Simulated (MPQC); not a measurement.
# InHOF (SMILES [OH][In][F]) at 4 levels

Wanted: a comparison of 4 runs (UHF/STO-3G, UHF/3-21G, UBP86/STO-3G, UPBE/STO-3G) of InHOF. 

The results are computed with MPQC 2.3.1.

3 further runs of the same task are left out: 3 that didn't finish.

## 1. The molecule

InHOF: 4 atoms, total charge 0, spin state doublet. As SMILES, `[OH][In][F]`. The shape comes from GFN2-xTB, which is rough for such elements, and wasn't checked as a minimum.

Bond lengths: O1–In2 2.045 Å, In2–F3 2.100 Å, O1–H4 0.957 Å. Angles: O1–In2–F3 120.5°, In2–O1–H4 118.2°.

## 2. Energy and forces at UHF/STO-3G (run 1)

File run.in:

```
% FHInO
molecule<Molecule>: (
    symmetry = c1
    unit = angstrom
    { atoms geometry } = {
        O  [ -0.963310      -0.359150       0.620140 ]
        In [ 0.694760      -0.142680      -0.556380 ]
        F  [ 1.610300       1.734970      -0.775940 ]
        H  [ -1.341760      -1.233130       0.712180 ]
    }
)
basis<GaussianBasisSet>: (
    name = "STO-3G"
    molecule = $:molecule
    basisdir = "."
    puream = yes
)
mpqc: (
    checkpoint = no
    savestate = no
    restart = no
    do_energy = yes
    do_gradient = yes
    optimize = no
    mole<UHF>: (
        molecule = $:molecule
        basis = $:basis
        total_charge = 0
        multiplicity = 2
        memory = 1000000000
        print_evals = yes
        maxiter = 120
        value_accuracy = 1e-08
    )
)
```

The basis set STO-3G is read from a file made from the Basis Set Exchange's data (not shown).

Started as:

```
$ mpqc run.in > run.out
```

Log:

```text
MPQC: Massively Parallel Quantum Chemistry
[...]
  USCF::init: total charge = 0
[...]
  iter     1 energy = -5852.9546667475 delta = 5.01171e-01
[...]
  <S^2>      = 0.818959
  total scf energy = -5855.2820205542
[...]
Value of the MolecularEnergy: -5855.2820205542
  Gradient of the MolecularEnergy:
      1   -0.0514256967
      2   -0.0618214622
      3    0.0243413474
      4    0.0168158910
      5   -0.0289770134
      6   -0.0198482807
      7    0.0291951959
      8    0.0482560394
      9   -0.0097678442
     10    0.0054146099
     11    0.0425424362
     12    0.0052747775
[...]
      symmetry = c1
[...]
      nbasis = 38
[...]
    nalpha = 34
    nbeta = 33
[...]
```

Run time: 1.2 s. Hardware: 1 thread of Arm Neoverse V1, shared host.

## 3. Energy and forces at UHF/3-21G (run 2)

File mol.in:

```
% FHInO
molecule<Molecule>: (
  symmetry = c1
  unit = angstrom
  { atoms geometry } = {
    O  [ -0.963310 -0.359150 0.620140 ]
    In [ 0.694760 -0.142680 -0.556380 ]
    F  [ 1.610300 1.734970 -0.775940 ]
    H  [ -1.341760 -1.233130 0.712180 ]
  }
)
basis<GaussianBasisSet>: (
  name = "3-21G"
  molecule = $:molecule
  basisdir = "."
  puream = yes
)
mpqc: (
  checkpoint = no
  savestate = no
  restart = no
  do_energy = yes
  do_gradient = yes
  optimize = no
  mole<UHF>: (
    molecule = $:molecule
    basis = $:basis
    total_charge = 0
    multiplicity = 2
    memory = 1000000000
    print_evals = yes
    maxiter = 120
    value_accuracy = 1e-08
  )
)
```

The basis set 3-21G is read from a file made from the Basis Set Exchange's data (not shown).

Started as:

```
$ mpqc mol.in > mol.out
```

Log:

```text
MPQC: Massively Parallel Quantum Chemistry
[...]
  USCF::init: total charge = 0
[...]
  iter     1 energy = -5877.0692531287 delta = 3.32593e-01
[...]
  <S^2>      = 0.770525
  total scf energy = -5888.6795792525
[...]
Value of the MolecularEnergy: -5888.6795792525
  Gradient of the MolecularEnergy:
      1   -0.0311883538
      2   -0.0187657930
      3    0.0187545591
      4   -0.0037993390
      5   -0.0472873178
      6   -0.0088085140
      7    0.0305353336
      8    0.0550918493
      9   -0.0091153016
     10    0.0044523591
     11    0.0109612615
     12   -0.0008307435
[...]
      symmetry = c1
[...]
      nbasis = 51
[...]
    nalpha = 34
    nbeta = 33
[...]
```

Wall time 3.6 s (1 thread of Arm Neoverse V1, shared host); peak memory 0.13 GiB.

Run 3 isn't shown in full; the table further down has it.

## 4. Energy and gradient at UPBE/STO-3G (run 4)

File job.in:

```
% emacs should use -*- KeyVal -*- mode
molecule<Molecule>: (
  symmetry = c1
  unit = bohr
  { atoms geometry } = {
    O  [ -1.82039207  -0.67869514   1.17189476 ]
    In [ 1.31290612  -0.26962612  -1.05140582 ]
    F  [ 3.04302598   3.27861813  -1.46631409 ]
    H  [ -2.53555892  -2.33027798   1.34582515 ]
  }
)
basis<GaussianBasisSet>: (
  name = "STO-3G"
  molecule = $:molecule
  basisdir = "."
  puream = yes
)
mpqc: (
  checkpoint = no
  savestate = no
  restart = no
  do_energy = yes
  do_gradient = yes
  optimize = no
  mole<UKS>: (
    molecule = $:molecule
    basis = $:basis
    total_charge = 0
    multiplicity = 2
    memory = 1000000000
    print_evals = yes
    maxiter = 120
    value_accuracy = 1e-08
    functional<StdDenFunctional>: ( name = "PBE" )
    integrator<RadialAngularIntegrator>: ( grid = xfine )
  )
)
```

The basis set STO-3G is read from a file made from the Basis Set Exchange's data (not shown).

Started as:

```
$ mpqc job.in > job.out
```

Log:

```text
MPQC: Massively Parallel Quantum Chemistry
[...]
  USCF::init: total charge = 0
[...]
  WARNING: BeckeIntegrationWeight usually uses the atomic maximum
           probability radius, however this is not available for
[...]
  Integrated electron density error = -0.006038390558
  iter     1 energy = -5855.2839448344 delta = 5.01171e-01
[...]
  Integrated electron density error = 0.000013149239
  iter    42 energy = -5857.2019655447 delta = 2.70643e-08
  Integrated electron density error = 0.000013149242
  iter    43 energy = -5857.2019655464 delta = 1.82886e-08
  Integrated electron density error = 0.000013149241
  iter    44 energy = -5857.2019655445 delta = 1.71988e-08
[...]
  <S^2>      = 0.752830
  total scf energy = -5857.2019655445
[...]
  Integrated electron density error = 0.000013149034
  Total Gradient:
[...]
Value of the MolecularEnergy: -5857.2019655445
  Gradient of the MolecularEnergy:
      1   -0.0724196453
      2   -0.1003836697
      3    0.0316312158
      4    0.0189762742
      5   -0.0350601459
      6   -0.0235102397
      7    0.0308318883
      8    0.0537102201
      9   -0.0091768652
     10    0.0226114827
     11    0.0817335955
     12    0.0010558890
[...]
        symmetry = c1
[...]
        nbasis = 38
[...]
      nalpha = 34
      nbeta = 33
[...]
```

Run time: 53 s. Hardware: 1 thread of Arm Neoverse V1, shared host.

## 5. All runs side by side

```csv
run,level,integration grid,energy (Eh),⟨S²⟩,largest force (eV/Å),wall time
1,UHF/STO-3G,–,-5855.282021,0.819,4.320,1.2 s
2,UHF/3-21G,–,-5888.679579,0.771,3.273,3.6 s
3,UBP86/STO-3G,xfine,-5858.366602,0.753,6.633,44 s
4,UPBE/STO-3G,xfine,-5857.201966,0.753,6.570,53 s
```

## 6. Results

```
                       quantity           value
            run 4: total energy  -5857.20197 Eh
                    run 4: ⟨S²⟩           0.753
run 4: largest force on an atom      6.570 eV/Å
```

What this shows: Totals of different functionals can't be ranked against each other. In runs 1, 3, 4 the basis is minimal, so the values are rough. In runs 1, 2, 3, 4 relativity is left out where basis or elements ask for it. All runs together took 1.7 min, the longest 53 s.
